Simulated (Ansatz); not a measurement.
# AsH₂+ (singlet): from Hartree-Fock to the top rungs, cc-pVTZ

One table from this session's results is given with a row withheld; the runs are named, their logs left out.

The runs use Ansatz 0.2.0, Gaussian basis; cc-pVTZ, core rule «outside noble gas», up to 14 orbitals frozen.

The runs, in order: UHF; CCSD(T) on RHF; CCSD(T) on UHF; BCCD(T) on RHF; CISD; CCSDT(Q) on RHF; CCSDT(Q) on UHF; CCSDTQ on RHF; CASSCF and MRCISD+Q, 6 electrons in 6 orbitals; CASSCF and NEVPT2, 6 electrons in 6 orbitals; Full CI.

3 further runs of the same task are left out: 3 set aside as unsound or not needed. Runs told in other sessions of the task aren't counted.

### The geometry

The geometry is a PBE0/def2-TZVP stationary point (not a proven minimum). No spin-orbit coupling is included. The filled d shell of As may be among the frozen orbitals whatever the setting's name suggests.

3 atoms, charge 1, spin multiplicity 1.

Atoms are counted from 1 here; the program's logs count them from 0.

Bond lengths: As1–H2 1.530 Å, As1–H3 1.530 Å. Angles: H2–As1–H3 91.0°.

Set-up of the first run:

in.yaml reads:

```yaml
crystal:
  periodic: [false, false, false]
  atoms:
    - {symbol: As, position_ang: [0.000000, -0.028106, 0.000000]}
    - {symbol: H, position_ang: [0.000000, 1.044592, -1.090899]}
    - {symbol: H, position_ang: [0.000000, 1.044590, 1.090902]}
basis:
  gaussian: {orbitals: cc-pVTZ}
total_charge: 1
magnetization: {spin_polarized: true, initial_magnetization: 0}
hamiltonian: {xc: hf}
output: {orbitals: {seedname: orbitals}}
```

On the command line:

```bash
$ ansatz run in.yaml --threads 1 --pin off --events-out ev --progress --plain --max-ram 2624MiB --backend cpu
```

Among the steps run: UHF; CCSD(T) on RHF; CCSD(T) on UHF; BCCD(T) on RHF; CISD; CCSDT(Q) on RHF; CCSDT(Q) on UHF; CCSDTQ on RHF; CASSCF and MRCISD+Q, 6 electrons in 6 orbitals; CASSCF and NEVPT2, 6 electrons in 6 orbitals; Full CI.

One of the session's tables, all rows but one given; the rest of the session is left out.

| method | from FCI (meV) |
| --- | --- |
| RHF | +3856.0 |
| UHF | +3811.8 |
| RMP2 | +826.4 |
| CISD | +266.4 |
| RCCSD | +115.5 |
| RCCSD(T) | +21.4 |
| BCCD(T) | ? |
| RCCSDT | +4.2 |
| RCCSDT(Q) | +0.7 |
| RCCSDTQ | 0.0 |
| CASSCF valence | +2368.8 |
| NEVPT2 valence | +630.2 |
| MRCISD valence | +103.8 |
| MRCISD+Q valence | +10.5 |
| FCI | 0 |

**Question.** Estimate the row for BCCD(T).

**Answer.** from FCI (meV): +21.2. In the column «from FCI (meV)» it lies between MRCISD+Q valence (+10.5) and RCCSD(T) (+21.4).
